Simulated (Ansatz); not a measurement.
# F3H6NSi2: the cost of one run

Method: UKS B3LYP-D4/STO-3G, in Ansatz 0.2.0.

**1. The starting structure**

Bond lengths: Si1–N2 2.130 Å, Si1–F3 1.620 Å, Si1–F4 1.604 Å, Si1–F5 1.603 Å, Si1–Si7 2.589 Å, N2–H8 1.013 Å, N2–H9 1.012 Å, Si7–H10 1.494 Å, Si7–H11 1.471 Å, Si7–H12 1.460 Å. Angles (14 of 19 angles, heavy atoms first): N2–Si1–F3 177.2°, N2–Si1–F4 85.2°, N2–Si1–F5 85.8°, N2–Si1–Si7 75.9°, F3–Si1–F4 96.0°, F3–Si1–F5 96.3°, F3–Si1–Si7 101.3°, F4–Si1–F5 109.1°, F4–Si1–Si7 121.2°, F5–Si1–Si7 123.9°, Si1–N2–H8 117.8°, Si1–N2–H9 118.3°, Si1–Si7–H10 117.7°, Si1–Si7–H11 109.4°.

Structure file:

```xyz
12

Si    0.3868   -0.4954   -1.1069
N     1.1821    0.8749    0.3167
F    -0.2773   -1.5542   -2.1383
F     1.7324   -1.3301   -0.8540
F     0.6743    0.6488   -2.1917
H     0.0665    0.7280    1.0212
Si   -1.4520   -0.3357    0.7085
H     1.2865    1.8417    0.0341
H     1.9899    0.5915    0.8555
H    -1.8024    1.0214    1.2261
H    -1.0524   -1.1301    1.8808
H    -2.7343   -0.8607    0.2480
```

**2. Run 1**

150 steps of 0.5 fs at constant energy, with velocities drawn for 1000 K.

input.yaml reads:

```yaml
crystal:
  periodic: [false, false, false]
  atoms:
    - { symbol: Si, position_ang: [0.3868, -0.4954, -1.1069] }
    - { symbol: "N", position_ang: [1.1821, 0.8749, 0.3167] }
    - { symbol: F, position_ang: [-0.2773, -1.5542, -2.1383] }
    - { symbol: F, position_ang: [1.7324, -1.3301, -0.854] }
    - { symbol: F, position_ang: [0.6743, 0.6488, -2.1917] }
    - { symbol: H, position_ang: [0.0665, 0.728, 1.0212] }
    - { symbol: Si, position_ang: [-1.452, -0.3357, 0.7085] }
    - { symbol: H, position_ang: [1.2865, 1.8417, 0.0341] }
    - { symbol: H, position_ang: [1.9899, 0.5915, 0.8555] }
    - { symbol: H, position_ang: [-1.8024, 1.0214, 1.2261] }
    - { symbol: H, position_ang: [-1.0524, -1.1301, 1.8808] }
    - { symbol: H, position_ang: [-2.7343, -0.8607, 0.248] }
magnetization:
  spin_polarized: true
basis:
  gaussian: { orbitals: STO-3G }
hamiltonian:
  xc: b3lyp
  dispersion: d4
md:
  timestep: 0.5
  n_steps: 150
  ensemble: nve
  temperature: 1000.0
  initial_velocities: maxwell_boltzmann
  seed: 472122
```

Run with:

```
> ansatz run input.yaml --threads 1 --pin off --max-ram 2048MiB --backend cpu --events-out ev --progress --plain --runs-dir out
```

Q: Estimate wall time and peak memory on 1 thread of Arm Neoverse V2, shared host.

About 9.8 min, with a peak of 0.18 GiB.
